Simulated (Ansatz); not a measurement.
# C₂H₈GaNSi: one species, many methods

The task here is to estimate one member of a computed series from the others.

The runs use Ansatz 0.2.0, Gaussian basis; functionals in def2-TZVPP, the program's frozen cores in correlated methods.

Plan: PBE-D4, r2SCAN-D4, PBE0-D4, B3LYP-D4, ωB97X-V, ωB97M-V, B2PLYP; CCSD(T)/def2-TZVPP; MP2/def2-QZVPP; extrapolation to the limit.

## Structure used throughout

All runs share one geometry, relaxed beforehand with PBE0-D4 in a triple-zeta def2 set.

SMILES `C=[CH][Ga]([NH2])[SiH3]`, 13 atoms, charge 0, spin multiplicity 1.

Atoms are counted from 1 here; the program's logs count them from 0.

Bond lengths: C1–C2 1.332 Å, C1–H6 1.088 Å, C1–H7 1.088 Å, C2–Ga3 1.952 Å, C2–H8 1.090 Å, Ga3–N4 1.819 Å, Ga3–Si5 2.404 Å, N4–H9 1.006 Å, N4–H10 1.005 Å, Si5–H11 1.491 Å, Si5–H12 1.490 Å, Si5–H13 1.491 Å. Angles: C2–C1–H6 122.6°, C2–C1–H7 122.0°, H6–C1–H7 115.4°, C1–C2–Ga3 121.7°, C1–C2–H8 117.5°, Ga3–C2–H8 120.8°, C2–Ga3–N4 117.3°, C2–Ga3–Si5 124.6°, N4–Ga3–Si5 118.1°, Ga3–N4–H9 124.3°, Ga3–N4–H10 124.0°, H9–N4–H10 111.7°, Ga3–Si5–H11 111.6°, Ga3–Si5–H12 111.7°, Ga3–Si5–H13 111.1°, H11–Si5–H12 107.6°, H11–Si5–H13 107.1°, H12–Si5–H13 107.5°.

The first run:

File in.yaml:

```yaml
crystal:
  periodic: [false, false, false]
  atoms:
    - {symbol: C, position_ang: [-2.444324, 0.146901, 0.025354]}
    - {symbol: C, position_ang: [-1.534517, -0.752079, 0.397293]}
    - {symbol: Ga, position_ang: [0.377160, -0.431849, 0.169277]}
    - {symbol: N, position_ang: [1.511911, -1.759344, 0.677855]}
    - {symbol: Si, position_ang: [1.325674, 1.588732, -0.724601]}
    - {symbol: H, position_ang: [-3.513351, -0.017517, 0.144682]}
    - {symbol: H, position_ang: [-2.165877, 1.099131, -0.421096]}
    - {symbol: H, position_ang: [-1.895759, -1.682078, 0.835460]}
    - {symbol: H, position_ang: [1.216771, -2.638433, 1.068848]}
    - {symbol: H, position_ang: [2.512867, -1.704376, 0.600175]}
    - {symbol: H, position_ang: [0.697424, 1.960775, -2.024022]}
    - {symbol: H, position_ang: [2.791786, 1.455015, -0.955188]}
    - {symbol: H, position_ang: [1.120245, 2.735132, 0.205983]}
basis:
  gaussian: {orbitals: def2-TZVPP}
hamiltonian: {xc: pbe, dispersion: d4}
output: {forces: true, orbitals: {seedname: orbitals}}
```

Command:

```console
$ ansatz run in.yaml --threads 2 --pin off --events-out ev --progress --plain --max-ram 22528MiB --backend cuda --devices 0, --max-vram 18GiB
```

Among the steps run: PBE-D4 (GGA); r2SCAN-D4 (meta-GGA); PBE0-D4 (hybrid); B3LYP-D4 (hybrid); ωB97X-V (range-separated); ωB97M-V (range-separated); B2PLYP (double hybrid); CCSD(T) in def2-TZVPP; MP2 in def2-QZVPP.

One of the session's tables, all rows but one given; the rest of the session is left out.

It belongs to the step «Atomisation energies». 

| method | atomisation energy (kJ/mol) |
| --- | --- |
| PBE-D4 | 4487.7 |
| r2SCAN-D4 | ? |
| PBE0-D4 | 4427.0 |
| B3LYP-D4 | 4433.9 |
| ωB97X-V | 4453.8 |
| ωB97M-V | 4435.4 |
| B2PLYP | 4385.1 |
| HF/def2-TZVPP | 3219.3 |
| MP2/def2-TZVPP | 4366.6 |
| CCSD/def2-TZVPP | 4275.6 |
| CCSD(T)/def2-TZVPP | 4338.6 |
| MP2/CBS | 4476.1 |
| CCSD(T)/CBS | 4448.1 |

Estimate the missing values for r2SCAN-D4.

**Answer.** atomisation energy (kJ/mol): 4435.5. In the column «atomisation energy (kJ/mol)» it lies between ωB97M-V (4435.4) and CCSD(T)/CBS (4448.1).

Limits of these values: Free atoms (2 C, 1 Ga, 1 N, 1 Si, 8 H) were run apart at each level; the atomisation energy is their sum less the molecule, without zero-point or spin-orbit terms.
